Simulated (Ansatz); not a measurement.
# BrCl2H3Si: the cost of one run

All numbers below are computed with Ansatz 0.2.0 (RKS LDA/def2-SVP).

## (1) The system as given

Bond lengths: Si1–Cl3 2.004 Å, Si1–Cl4 2.018 Å, Si1–H5 1.457 Å, Si1–Br7 2.699 Å. Angles: Cl3–Si1–Cl4 123.2°, Cl3–Si1–H5 106.1°, Cl3–Si1–Br7 105.1°, Cl4–Si1–H5 103.4°, Cl4–Si1–Br7 123.3°, H5–Si1–Br7 88.4°.

As a file:

```xyz
7

Si   -0.0193   -0.6474   -0.0137
H    -0.7963    1.0217    0.3577
Cl   -1.1425   -0.6906   -1.6733
Cl   -0.7201   -1.1616    1.8075
H     1.0677   -1.5921   -0.2375
H    -0.1332    1.7124    0.1710
Br    1.7437    1.3577   -0.4117
```

## (2) Pulling towards end A

Springs on the bonds that form and break draw the guess towards this end; the thresholds are loose.

File input.yaml:

```yaml
crystal:
  periodic: [false, false, false]
  atoms:
    - { symbol: Si, position_ang: [-0.0193, -0.6474, -0.0137] }
    - { symbol: H, position_ang: [-0.7963, 1.0217, 0.3577] }
    - { symbol: Cl, position_ang: [-1.1425, -0.6906, -1.6733] }
    - { symbol: Cl, position_ang: [-0.7201, -1.1616, 1.8075] }
    - { symbol: H, position_ang: [1.0677, -1.5921, -0.2375] }
    - { symbol: H, position_ang: [-0.1332, 1.7124, 0.171] }
    - { symbol: Br, position_ang: [1.7437, 1.3577, -0.4117] }
basis:
  gaussian: { orbitals: def2-SVP }
hamiltonian:
  xc: lda
relax:
  f_tol: 0.15
  max_steps: 25
  restrain:
    - { distance: [0, 6], at: 3.61, k: 30.0 }
    - { distance: [5, 1], at: 1.92, k: 30.0 }
    - { distance: [0, 1], at: 1.42, k: 30.0 }
    - { distance: [5, 6], at: 1.51, k: 30.0 }
```

Launch:

```sh
ansatz run input.yaml --threads 2 --pin off --max-ram 3072MiB --backend cpu --events-out ev --progress --plain --runs-dir out
```

What time and memory should one allow on 2 threads of Intel Xeon Platinum 8488C (Sapphire Rapids), shared host?

About 7.1 s, with a peak of 0.16 GiB.
